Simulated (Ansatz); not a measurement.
# CH₃FMoS₂: how energies converge with the basis set

An exercise on one series of results from a longer session: the logs are not shown, and one member is left open.

Program: Ansatz 0.2.0, Gaussian basis. Level of theory: one geometry, several basis sets. These are calculated values, not measurements.

Levels to be run: PBE0-D4/def2-SVP; ωB97M-V/def2-SVP; PBE0-D4/def2-QZVPP; ωB97M-V/def2-QZVPP; the functionals' def2-TZVPP values are taken from earlier runs.

## The relaxed structure

The geometry comes from an earlier relaxation with PBE0-D4 in a triple-zeta def2 set; it is a stationary point, not always the lowest conformer. Mo takes the def2 core potential; no spin-orbit term is included.

8 atoms, charge 0, spin multiplicity 1.

Atoms are counted from 1 here; the program's logs count them from 0.

Bond lengths: C1–Mo2 2.080 Å, C1–H6 1.095 Å, C1–H7 1.095 Å, C1–H8 1.090 Å, Mo2–F3 1.838 Å, Mo2–S4 2.090 Å, Mo2–S5 2.090 Å. Angles: Mo2–C1–H6 107.2°, Mo2–C1–H7 107.1°, Mo2–C1–H8 112.8°, H6–C1–H7 110.6°, H6–C1–H8 109.6°, H7–C1–H8 109.5°, C1–Mo2–F3 110.2°, C1–Mo2–S4 103.8°, C1–Mo2–S5 103.8°, F3–Mo2–S4 114.3°, F3–Mo2–S5 114.3°, S4–Mo2–S5 109.4°.

Geometry (Å):

```xyz
8
CH3FMoS2
C    -0.92997   -0.06443    0.58163
Mo    0.86563   -0.03272   -0.46810
F     1.98406   -1.35600    0.14492
S     0.28089   -0.25571   -2.46179
S     1.58255    1.90721   -0.16945
H    -1.37850   -1.05056    0.42554
H    -0.68798    0.08664    1.63844
H    -1.62458    0.70836    0.25290
```

Set-up of the first run:

The input, in.yaml:

```yaml
crystal:
  periodic: [false, false, false]
  atoms:
    - {symbol: C, position_ang: [-0.929970, -0.064426, 0.581634]}
    - {symbol: Mo, position_ang: [0.865632, -0.032722, -0.468099]}
    - {symbol: F, position_ang: [1.984059, -1.356000, 0.144923]}
    - {symbol: S, position_ang: [0.280891, -0.255714, -2.461793]}
    - {symbol: S, position_ang: [1.582548, 1.907213, -0.169451]}
    - {symbol: H, position_ang: [-1.378496, -1.050558, 0.425538]}
    - {symbol: H, position_ang: [-0.687984, 0.086643, 1.638444]}
    - {symbol: H, position_ang: [-1.624580, 0.708361, 0.252905]}
basis:
  gaussian: {orbitals: def2-SVP}
hamiltonian: {xc: pbe0, dispersion: d4}
output: {orbitals: {seedname: orbitals}}
```

Steps of the session up to this table: PBE0-D4 in def2-SVP; ωB97M-V in def2-SVP; PBE0-D4 in def2-QZVPP; ωB97M-V in def2-QZVPP.

One of the session's tables, all rows but one given; the rest of the session is left out.

It belongs to the step «Density functionals: the series». 

| functional | basis | HOMO (eV) | LUMO (eV) |
| --- | --- | --- | --- |
| PBE0-D4 | def2-SVP | -7.54 | -3.42 |
| PBE0-D4 | def2-TZVPP | ? | ? |
| PBE0-D4 | def2-QZVPP | -7.52 | -3.42 |
| ωB97M-V | def2-SVP | -9.47 | -1.29 |
| ωB97M-V | def2-TZVPP | -9.48 | -1.33 |
| ωB97M-V | def2-QZVPP | -9.49 | -1.35 |

**Question.** Estimate the row for PBE0-D4, def2-TZVPP.

The run gave: HOMO (eV): -7.51; LUMO (eV): -3.41. In the column «HOMO (eV)» it is the highest.
